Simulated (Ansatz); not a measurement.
# H12Si5: the cost of one run

All numbers below are computed with Ansatz 0.2.0 (RKS r2SCAN-D4/STO-3G).

## (1) Starting point

Bond lengths (14 of 16 bonds, heavy atoms first): Si1–Si2 2.220 Å, Si1–Si6 2.220 Å, Si1–Si10 2.218 Å, Si1–Si14 2.218 Å, Si2–H3 1.460 Å, Si2–H4 1.460 Å, Si2–H5 1.460 Å, Si6–H7 1.460 Å, Si6–H8 1.460 Å, Si6–H9 1.460 Å, Si10–H11 1.460 Å, Si10–H12 1.460 Å, Si10–H13 1.460 Å, Si14–H15 1.460 Å. Angles (14 of 30 angles, heavy atoms first): Si2–Si1–Si6 109.5°, Si2–Si1–Si10 109.5°, Si2–Si1–Si14 109.5°, Si6–Si1–Si10 109.5°, Si6–Si1–Si14 109.5°, Si10–Si1–Si14 109.5°, Si1–Si2–H3 109.5°, Si1–Si2–H4 109.5°, Si1–Si2–H5 109.5°, Si1–Si6–H7 109.5°, Si1–Si6–H8 109.5°, Si1–Si6–H9 109.5°, Si1–Si10–H11 109.5°, Si1–Si10–H12 109.5°.

Coordinates:

```xyz
17

Si    0.0000    0.0000    0.0000
Si    0.0000    0.0000    2.2200
H    -1.3148   -0.4067    2.7074
H     1.0096   -0.9353    2.7074
H     0.3052    1.3420    2.7074
Si    2.0935    0.0000   -0.7393
H     2.5508   -1.3762   -0.9079
H     2.1573    0.6939   -2.0222
H     2.9510    0.6823    0.2255
Si   -1.0456    1.8115   -0.7393
H    -2.4302    1.4780   -1.0607
H    -1.0215    2.8436    0.2931
H    -0.3743    2.3069   -1.9374
Si   -1.0456   -1.8115   -0.7393
H    -1.7029   -2.4846    0.3772
H    -2.0454   -1.4265   -1.7311
H    -0.0777   -2.7173   -1.3511
```

## (2) Relaxing the start

input.yaml

```yaml
crystal:
  periodic: [false, false, false]
  atoms:
    - { symbol: Si, position_ang: [0.0, 0.0, 0.0] }
    - { symbol: Si, position_ang: [0.0, 0.0, 2.22] }
    - { symbol: H, position_ang: [-1.3148, -0.4067, 2.7074] }
    - { symbol: H, position_ang: [1.0096, -0.9353, 2.7074] }
    - { symbol: H, position_ang: [0.3052, 1.342, 2.7074] }
    - { symbol: Si, position_ang: [2.0935, 0.0, -0.7393] }
    - { symbol: H, position_ang: [2.5508, -1.3762, -0.9079] }
    - { symbol: H, position_ang: [2.1573, 0.6939, -2.0222] }
    - { symbol: H, position_ang: [2.951, 0.6823, 0.2255] }
    - { symbol: Si, position_ang: [-1.0456, 1.8115, -0.7393] }
    - { symbol: H, position_ang: [-2.4302, 1.478, -1.0607] }
    - { symbol: H, position_ang: [-1.0215, 2.8436, 0.2931] }
    - { symbol: H, position_ang: [-0.3743, 2.3069, -1.9374] }
    - { symbol: Si, position_ang: [-1.0456, -1.8115, -0.7393] }
    - { symbol: H, position_ang: [-1.7029, -2.4846, 0.3772] }
    - { symbol: H, position_ang: [-2.0454, -1.4265, -1.7311] }
    - { symbol: H, position_ang: [-0.0777, -2.7173, -1.3511] }
basis:
  gaussian: { orbitals: STO-3G }
hamiltonian:
  xc: r2scan
  dispersion: d4
relax:
  f_tol: 0.02
  max_steps: 40
```

Started as:

```bash
$ ansatz run input.yaml --threads 1 --pin off --max-ram 2048MiB --backend cpu --events-out ev --progress --plain --runs-dir out
```

What time and memory should one allow on 1 thread of Arm Neoverse V1, shared host?

About 2.7 min, with a peak of 0.15 GiB.
